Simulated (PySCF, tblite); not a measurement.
# CH8SSi3, a small gas-phase stand-in for a defect centre: NMR shifts, core binding energies and electronic excitations, part 1 of 2

Wanted: the NMR shifts, core binding energies and electronic excitations for `[SiH3]C[Si]S[SiH3]`. It is drawn as: twofold Si.

Computed with tblite 0.8.0 and PySCF 2.14.0; each step states its level. No surroundings beyond the atoms listed, unless a continuum is named. Atoms count from 0, parts from 1.

## Step 1: The system as given

13 atoms, charge 0, multiplicity 1; geometry: distance geometry start.

## Step 2: Geometry optimisation with GFN2-xTB

The job: settings as JSON, then the geometry in Å.

```
{"job": {"kind": "relax", "xc": "GFN2-xTB", "basis": "xTB"}, "charge": 0, "multiplicity": 1}
Si    -0.013113    -0.093273     0.542815
C     -0.084771     1.231820     1.823953
Si    -1.606248     1.015371     2.847422
S     -0.226862    -1.449414    -1.096057
Si    -1.736630    -2.985640    -1.268487
H      0.754178     1.187008     2.433460
H     -0.111439     2.170326     1.360060
H     -2.746559     1.185827     2.026918
H     -1.600729    -0.298211     3.413120
H     -1.594648     1.997850     3.895030
H     -1.188712    -4.258232    -0.966184
H     -2.818015    -2.697760    -0.350326
H     -2.269370    -3.016180    -2.580582
```

Level: GFN2-xTB geometry optimisation, gas phase.

The run is started by

```sh
$ OMP_NUM_THREADS=1 python cluster_run.py task.json out
```

One launch serves the whole session: the jobs run in the order shown.

The log of the run:

```text
step      E/eV     max force
  0    -396.24372    3.854
  1    -396.63768    3.378
  2    -397.19127    2.224
  3    -397.46112    1.433
  4    -397.59400    1.089
  5    -397.69342    0.656
  6    -397.74652    0.713
  7    -397.80116    0.720
  8    -397.84378    0.621
  9    -397.87864    0.515
 10    -397.90922    0.503
 11    -397.93365    0.400
 12    -397.96109    0.507
 13    -397.98492    0.577
 14    -398.00757    0.462
 15    -398.02994    0.446
 16    -398.05178    0.515
 17    -398.08201    0.853
 18    -398.12284    1.029
 19    -398.16896    0.964
 20    -398.23294    1.044
 21    -398.31064    1.055
 22    -398.38295    0.810
 23    -398.43746    0.582
 24    -398.45053    0.962
 25    -398.48734    0.454
 26    -398.50563    0.397
 27    -398.54767    0.519
 28    -398.57534    0.544
 29    -398.60539    0.363
 30    -398.62062    0.320
 31    -398.63083    0.277
 32    -398.64108    0.351
 33    -398.65234    0.345
 34    -398.66005    0.195
 35    -398.66224    0.127
 36    -398.66375    0.133
 37    -398.66580    0.148
 38    -398.66762    0.092
 39    -398.66868    0.064
 40    -398.66918    0.051
 41    -398.66955    0.059
 42    -398.66999    0.053
 43    -398.67065    0.068
 44    -398.67163    0.075
 45    -398.67283    0.079
 46    -398.67391    0.075
 47    -398.67463    0.059
 48    -398.67516    0.059
 49    -398.67578    0.058
 50    -398.67670    0.070
 51    -398.67794    0.094
 52    -398.67914    0.088
 53    -398.67987    0.053
 54    -398.68022    0.046
 55    -398.68044    0.042
 56    -398.68065    0.038
 57    -398.68091    0.045
 58    -398.68124    0.061
 59    -398.68158    0.059
 60    -398.68184    0.035
 61    -398.68198    0.023
 62    -398.68204    0.023
 63    -398.68209    0.022
 64    -398.68219    0.028
 65    -398.68238    0.046
 66    -398.68273    0.063
 67    -398.68318    0.063
 68    -398.68356    0.047
 69    -398.68379    0.036
 70    -398.68399    0.039
 71    -398.68434    0.052
 72    -398.68502    0.101
 73    -398.68610    0.140
 74    -398.68731    0.133
 75    -398.68823    0.072
 76    -398.68860    0.049
 77    -398.68880    0.057
 78    -398.68908    0.053
 79    -398.68943    0.058
 80    -398.68978    0.047
 81    -398.68995    0.038
 82    -398.69011    0.029
 83    -398.69023    0.025
 84    -398.69035    0.032
 85    -398.69052    0.037
 86    -398.69078    0.049
 87    -398.69111    0.061
 88    -398.69145    0.064
 89    -398.69176    0.056
 90    -398.69208    0.049
 91    -398.69247    0.060
 92    -398.69284    0.069
 93    -398.69327    0.066
 94    -398.69372    0.068
 95    -398.69425    0.080
 96    -398.69476    0.087
 97    -398.69542    0.082
 98    -398.69599    0.075
 99    -398.69660    0.080
100    -398.69733    0.105
101    -398.69824    0.108
102    -398.69910    0.111
103    -398.70000    0.067
104    -398.70082    0.056
105    -398.70129    0.065
106    -398.70200    0.072
107    -398.70242    0.047
108    -398.70262    0.032
109    -398.70270    0.025
110    -398.70276    0.024
111    -398.70282    0.019
112    -398.70285    0.017
113    -398.70288    0.015
114    -398.70291    0.012
115    -398.70293    0.012
116    -398.70296    0.011
117    -398.70298    0.013
118    -398.70300    0.014
119    -398.70303    0.015
120    -398.70307    0.016
121    -398.70312    0.018
122    -398.70317    0.022
123    -398.70324    0.026
124    -398.70335    0.030
125    -398.70348    0.035
126    -398.70361    0.030
127    -398.70374    0.030
128    -398.70386    0.033
129    -398.70398    0.024
130    -398.70410    0.025
131    -398.70422    0.024
132    -398.70434    0.050
133    -398.70446    0.045
134    -398.70459    0.035
135    -398.70477    0.030
136    -398.70486    0.028
137    -398.70500    0.030
138    -398.70512    0.036
139    -398.70527    0.043
140    -398.70541    0.039
141    -398.70565    0.033
142    -398.70602    0.041
143    -398.70620    0.032
144    -398.70640    0.032
145    -398.70660    0.045
146    -398.70686    0.054
147    -398.70708    0.061
148    -398.70735    0.045
149    -398.70763    0.034
150    -398.70787    0.045
151    -398.70816    0.056
152    -398.70837    0.038
153    -398.70849    0.037
154    -398.70857    0.035
155    -398.70866    0.035
156    -398.70882    0.020
157    -398.70888    0.018
158    -398.70894    0.020
159    -398.70897    0.016
160    -398.70900    0.015
161    -398.70902    0.011
162    -398.70904    0.010
163    -398.70906    0.011
164    -398.70908    0.011
165    -398.70909    0.011
166    -398.70910    0.008
```

It took 4.4 s on 1 thread of Arm Neoverse V1, shared host.

The steps of the relaxation:

```
step  energy from step 0 (eV)  largest force (eV/Å)
   0                   0.0000                3.8545
   6                  -1.5028                0.7133
  12                  -1.7174                0.5071
  18                  -1.8791                1.0290
  24                  -2.2068                0.9626
  30                  -2.3769                0.3198
  36                  -2.4200                0.1330
  42                  -2.4263                0.0526
  48                  -2.4314                0.0588
  54                  -2.4365                0.0459
  60                  -2.4381                0.0356
  66                  -2.4390                0.0628
  72                  -2.4413                0.1007
  78                  -2.4454                0.0531
  84                  -2.4466                0.0319
  90                  -2.4484                0.0494
  96                  -2.4510                0.0873
 102                  -2.4554                0.1112
 108                  -2.4589                0.0314
 114                  -2.4592                0.0117
 120                  -2.4594                0.0168
 126                  -2.4599                0.0305
 132                  -2.4606                0.0498
 138                  -2.4614                0.0359
 144                  -2.4627                0.0321
 150                  -2.4642                0.0449
 156                  -2.4651                0.0203
 162                  -2.4653                0.0099
 166                  -2.4654                0.0078
```

Distances of close pairs at the start and the end, largest changes first:

```
   bond  before (Å)  after (Å)  change (Å)
 Si0–S3       2.138      2.210      +0.072
 C1–Si2       1.846      1.908      +0.061
 Si0–C1       1.845      1.904      +0.059
  C1–H5       1.038      1.092      +0.054
 Si2–H7       1.415      1.461      +0.046
  C1–H6       1.047      1.092      +0.044
Si4–H10       1.418      1.458      +0.040
 Si2–H8       1.430      1.469      +0.038
```

## Step 3: Geometry optimisation at PBE0-D3(BJ)/def2-SVP

The job: settings as JSON, then the geometry in Å.

```
{"job": {"xc": "PBE0", "basis": "def2-SVP", "d3": "d3bj", "grid": 2, "kind": "geom", "shake": 0.01}, "charge": 0, "multiplicity": 1}
Si     1.061053    -0.624148     0.211689
C      1.076806     1.200180     0.813692
Si    -0.475991     1.584070     1.869180
S     -0.108477    -0.236285    -1.628186
Si    -0.476485    -2.267882    -2.214345
H      1.970946     1.382399     1.417802
H      1.125647     1.906106    -0.018076
H     -1.661701     1.464293     1.081118
H     -0.488820     0.618215     2.996206
H     -0.354259     2.941878     2.427084
H      0.815653    -2.916407    -2.317723
H     -1.259222    -2.902765    -1.152785
H     -1.214941    -2.167025    -3.478251
```

The log of the run:

```text
step   0  E = -1308.61840195  max force = 0.032212
step   1  E = -1308.62440616  max force = 0.003608
step   2  E = -1308.62465439  max force = 0.001199
step   3  E = -1308.62469145  max force = 0.000338
step   4  E = -1308.62471199  max force = 0.000441
step   5  E = -1308.62473908  max force = 0.000625
step   6  E = -1308.62477712  max force = 0.000978
step   7  E = -1308.62483467  max force = 0.001421
step   8  E = -1308.62490367  max force = 0.001374
step   9  E = -1308.62495252  max force = 0.000730
step  10  E = -1308.62497403  max force = 0.000494
step  11  E = -1308.62499135  max force = 0.000454
step  12  E = -1308.62500617  max force = 0.000571
step  13  E = -1308.62502603  max force = 0.000799
step  14  E = -1308.62504886  max force = 0.000962
step  15  E = -1308.62508102  max force = 0.000895
step  16  E = -1308.62511179  max force = 0.000639
step  17  E = -1308.62513721  max force = 0.000523
step  18  E = -1308.62516143  max force = 0.000524
step  19  E = -1308.62517596  max force = 0.000390
optimisation converged
```

It took 3.1 min on 1 thread of Arm Neoverse V1, shared host; peak memory 0.68 GiB.

Along the way:

```
step  energy from step 0 (eV)  largest force component (eV/Å)
   0                   0.0000                          1.6564
   1                  -0.1634                          0.1855
   2                  -0.1701                          0.0617
   3                  -0.1711                          0.0174
   4                  -0.1717                          0.0227
   5                  -0.1724                          0.0321
   6                  -0.1735                          0.0503
   7                  -0.1750                          0.0731
   8                  -0.1769                          0.0707
   9                  -0.1783                          0.0375
  10                  -0.1788                          0.0254
  11                  -0.1793                          0.0233
  12                  -0.1797                          0.0294
  13                  -0.1803                          0.0411
  14                  -0.1809                          0.0495
  15                  -0.1817                          0.0460
  16                  -0.1826                          0.0329
  17                  -0.1833                          0.0269
  18                  -0.1839                          0.0269
  19                  -0.1843                          0.0201
```

Close pairs (by a distance rule), those that changed most:

```
   bond  before (Å)  after (Å)  change (Å)
 Si2–H7       1.429      1.492      +0.063
 Si0–S3       2.214      2.161      -0.053
Si4–H10       1.449      1.492      +0.043
Si4–H11       1.464      1.491      +0.028
Si4–H12       1.467      1.491      +0.024
 C1–Si2       1.916      1.893      -0.023
 Si2–H9       1.473      1.495      +0.022
 Si0–C1       1.921      1.901      -0.020
```

The end geometry stands in the next job.

```
                         at the end point                value
  point group (found at 0.08 Å tolerance)                   C1
rotational constants (GHz, main isotopes)  4.554, 0.843, 0.780
                        dipole moment (D)                 0.67
```

## Step 4: Shielding tensors: PBE0/pcSseg-1

The job: settings as JSON, then the geometry in Å.

```
{"job": {"kind": "nmr", "xc": "PBE0", "basis": "pcSseg-1"}, "charge": 0, "multiplicity": 1}
Si     1.226705    -0.418396    -0.043014
C      1.114732     1.379115     0.566736
Si    -0.244114     1.583805     1.869063
S     -0.545005    -0.344234    -1.277980
Si    -0.645558    -2.372592    -2.015022
H      2.078616     1.656321     1.027059
H      0.895356     2.094323    -0.245397
H     -1.573836     1.704379     1.203656
H     -0.278936     0.389580     2.772946
H      0.005153     2.794096     2.710849
H      0.542754    -3.132990    -1.528220
H     -1.902855    -3.008234    -1.526021
H     -0.663433    -2.341778    -3.506028
```

With the program's defaults for keys left out, this is: GIAO PBE0/pcSseg-1 NMR shielding, non-relativistic, gas phase.

The log of the run:

```text
coarse grid: 12544 points
cycle   1  E = -1308.9080551374  dE = -9.195e-03  |g| = 4.060e-01  |ddm| = 3.316e+00
cycle   2  E = -1308.8700085203  dE =  3.805e-02  |g| = 5.335e-01  |ddm| = 9.788e-01
cycle   3  E = -1308.9528313494  dE = -8.282e-02  |g| = 4.546e-02  |ddm| = 6.737e-01
cycle   4  E = -1308.9533566024  dE = -5.253e-04  |g| = 1.789e-02  |ddm| = 9.044e-02
cycle   5  E = -1308.9534376079  dE = -8.101e-05  |g| = 7.696e-03  |ddm| = 3.103e-02
cycle   6  E = -1308.9534566811  dE = -1.907e-05  |g| = 9.059e-04  |ddm| = 1.053e-02
cycle   7  E = -1308.9534568944  dE = -2.133e-07  |g| = 1.769e-04  |ddm| = 1.342e-03
final grid: 101712 points
cycle   8  E = -1308.9832250605  dE = -1.029e-05  |g| = 5.922e-03  |ddm| = 1.707e-02
cycle   9  E = -1308.9832144426  dE =  1.062e-05  |g| = 8.251e-03  |ddm| = 1.467e-02
cycle  10  E = -1308.9832338823  dE = -1.944e-05  |g| = 5.546e-04  |ddm| = 9.599e-03
cycle  11  E = -1308.9832339840  dE = -1.018e-07  |g| = 1.404e-04  |ddm| = 1.024e-03
cycle  12  E = -1308.9832339903  dE = -6.316e-09  |g| = 3.336e-05  |ddm| = 2.176e-04
cycle  13  E = -1308.9832339906  dE = -2.551e-10  |g| = 1.219e-05  |ddm| = 4.863e-05
converged SCF energy = -1308.9832339906

GIAO shielding tensors (ppm)
atom      isotropic    diamagn.    paramagn.     s11        s22        s33       span
  0 Si    -158.762     878.728   -1037.490   -812.154     37.684    298.183   1110.338
  1 C      153.444     261.406    -107.961    105.589    165.896    188.849     83.260
  2 Si     441.535     879.514    -437.980    382.812    459.284    482.508     99.697
  3 S      333.782    1061.863    -728.081   -349.239    626.862    723.723   1072.962
  4 Si     390.390     878.542    -488.152    346.916    369.558    454.696    107.780
  5 H       29.018      30.925      -1.907     25.965     27.272     33.816      7.851
  6 H       29.300      32.630      -3.330     25.899     27.656     34.346      8.447
  7 H       27.312      29.204      -1.892     23.207     27.095     31.635      8.428
  8 H       27.531      28.869      -1.338     24.827     25.957     31.810      6.984
  9 H       27.294      27.932      -0.638     23.568     25.040     33.274      9.705
 10 H       26.144      27.996      -1.852     23.490     24.632     30.311      6.821
 11 H       26.232      27.848      -1.615     22.691     24.484     31.521      8.830
 12 H       26.154      27.432      -1.279     22.661     24.260     31.539      8.878
```

It took 20 s on 1 thread of Arm Neoverse V1, shared host; peak memory 0.89 GiB.

The references, computed at this level on geometries of the same kind, shield at (ppm): 1H TMS 31.27, 13C TMS 184.4, 29Si TMS 352.0, 33S CS2 496. Their shielding less the atom's gives the shift. The references are single molecules in the gas phase.

```
atoms                          environment  σ (ppm)  δ (ppm)
   C1           carbon bonded to 2 Si, 2 H    153.4     31.0
  H10    hydrogen on a silicon bonded to S    26.14     5.12
  H12    hydrogen on a silicon bonded to S    26.15     5.11
  H11    hydrogen on a silicon bonded to S    26.23     5.03
   H9    hydrogen on a silicon bonded to C    27.29     3.97
   H7    hydrogen on a silicon bonded to C    27.31     3.95
   H8    hydrogen on a silicon bonded to C    27.53     3.74
   H5  hydrogen on a carbon bonded to 2 Si    29.02     2.25
   H6  hydrogen on a carbon bonded to 2 Si    29.30     1.97
  Si0               silicon bonded to C, S   -158.8    510.8
  Si4             silicon bonded to S, 3 H    390.4    -38.4
  Si2             silicon bonded to C, 3 H    441.5    -89.5
   S3                sulfur bonded to 2 Si      334      162
```

The run also stored atomic charges by several schemes (e):

```
atoms  Mulliken    IAO  Hirshfeld  ESP fit
  Si0      0.48   0.38       0.19    -0.06
   C1     -0.88  -0.83      -0.27     0.04
  Si2      0.47   0.59       0.30     0.15
   S3     -0.52  -0.36      -0.15    -0.32
  Si4      0.47   0.53       0.29     0.65
```

Mayer bond orders: Si0–C1 0.89, C1–Si2 0.89, Si0–S3 1.06, S3–Si4 0.93.

(Continued in part 2 of 2.)
